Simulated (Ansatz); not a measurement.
**CHBBr− (SMILES [CH-]=BBr): functionals against CCSD(T) at one geometry**

How do the functionals fare away from a minimum? The structure is a structure displaced at random from a GFN2-xTB minimum.

Program: Ansatz 0.2.0, Gaussian basis. Level of theory: single points in def2-TZVPPD. These are calculated values, not measurements.

Correlated methods freeze the cores. Filled d shells of the heavier atoms are correlated.

### Step 1. Starting geometry

SMILES `[CH-]=BBr`, 4 atoms, charge -1, spin multiplicity 1.

Atoms are counted from 1 here; the program's logs count them from 0.

Bond lengths: C1–B2 1.380 Å, C1–H4 1.118 Å, B2–Br3 2.010 Å. Angles: B2–C1–H4 175.3°, C1–B2–Br3 177.0°.

Coordinates:

```xyz
4
charge -1, multiplicity 1
C    -0.4483    0.6206   -0.4661
B     0.2472   -0.3360    0.2455
Br    1.2628   -1.6615    1.3641
H    -1.0175    1.3345   -1.1120
```

### Step 2. CCSD(T)/def2-TZVPPD

File run/in.yaml:

```yaml
crystal:
  periodic: [false, false, false]
  atoms:
    - {symbol: C, position_ang: [-0.448300, 0.620600, -0.466100]}
    - {symbol: B, position_ang: [0.247200, -0.336000, 0.245500]}
    - {symbol: Br, position_ang: [1.262800, -1.661500, 1.364100]}
    - {symbol: H, position_ang: [-1.017500, 1.334500, -1.112000]}
basis:
  gaussian: {orbitals: "def2-TZVPPD.json"}
total_charge: -1
correlation: {method: ccsd_t}
output: {forces: true}
```

The basis file named in the input lies beside it (Basis Set Exchange, JSON).

The command line of these runs was not kept.

### Step 3. PBE0-D4/def2-TZVPPD

run/in.yaml, as its differences from that of step 2:

```diff
@@ -10,3 +10,3 @@
 total_charge: -1
-correlation: {method: ccsd_t}
-output: {forces: true}
+hamiltonian: {xc: pbe0, dispersion: d4}
+output: {forces: true, orbitals: {seedname: orbitals}}
```

### Step 4. wB97M-V/def2-TZVPPD

run/in.yaml, as its differences from that of step 3:

```diff
@@ -10,3 +10,3 @@
 total_charge: -1
-hamiltonian: {xc: pbe0, dispersion: d4}
-output: {forces: true, orbitals: {seedname: orbitals}}
+hamiltonian: {xc: {name: wB97M-V}}
+output: {forces: true}
```

### Step 5. r2SCAN-D4/def2-TZVPPD

run/in.yaml, as its differences from that of step 4:

```diff
@@ -10,3 +10,3 @@
 total_charge: -1
-hamiltonian: {xc: {name: wB97M-V}}
+hamiltonian: {xc: r2scan, dispersion: d4}
 output: {forces: true}
```

### Step 6. PBE-D4/def2-TZVPPD

run/in.yaml, as its differences from that of step 5:

```diff
@@ -10,3 +10,3 @@
 total_charge: -1
-hamiltonian: {xc: r2scan, dispersion: d4}
+hamiltonian: {xc: pbe, dispersion: d4}
 output: {forces: true}
```

### Step 7. B97M-V/def2-TZVPPD

run/in.yaml, as its differences from that of step 6:

```diff
@@ -10,3 +10,3 @@
 total_charge: -1
-hamiltonian: {xc: pbe, dispersion: d4}
+hamiltonian: {xc: {name: B97M-V}}
 output: {forces: true}
```

### Step 8. BHLYP-D4/def2-TZVPPD

run/in.yaml, as its differences from that of step 7:

```diff
@@ -10,3 +10,3 @@
 total_charge: -1
-hamiltonian: {xc: {name: B97M-V}}
+hamiltonian: {xc: {name: BHLYP}, dispersion: d4}
 output: {forces: true}
```

(Steps that only read results are left out.)

What does the calculation give? Wanted: RMS force component; RMS force error; HOMO and LUMO, PBE0-D4; T1 diagnostic.

As calculated:

| quantity | value |
| --- | --- |
| RMS force component | 0.883 to 1.465 eV/Å over the methods |
| RMS force error | PBE0-D4 0.319, wB97M-V 0.457, r2SCAN-D4 0.231, PBE-D4 0.106, B97M-V 0.332, BHLYP-D4 0.635 eV/Å |
| HOMO and LUMO, PBE0-D4 | -0.31 and 3.11 eV |
| T1 diagnostic | 0.012 |

**Reading.** The forces of PBE-D4 come nearest to CCSD(T), those of BHLYP-D4 are farthest. Frozen-core CCSD(T) forces in triple zeta carry basis errors of their own, and this is one geometry, so small gaps rank nothing.
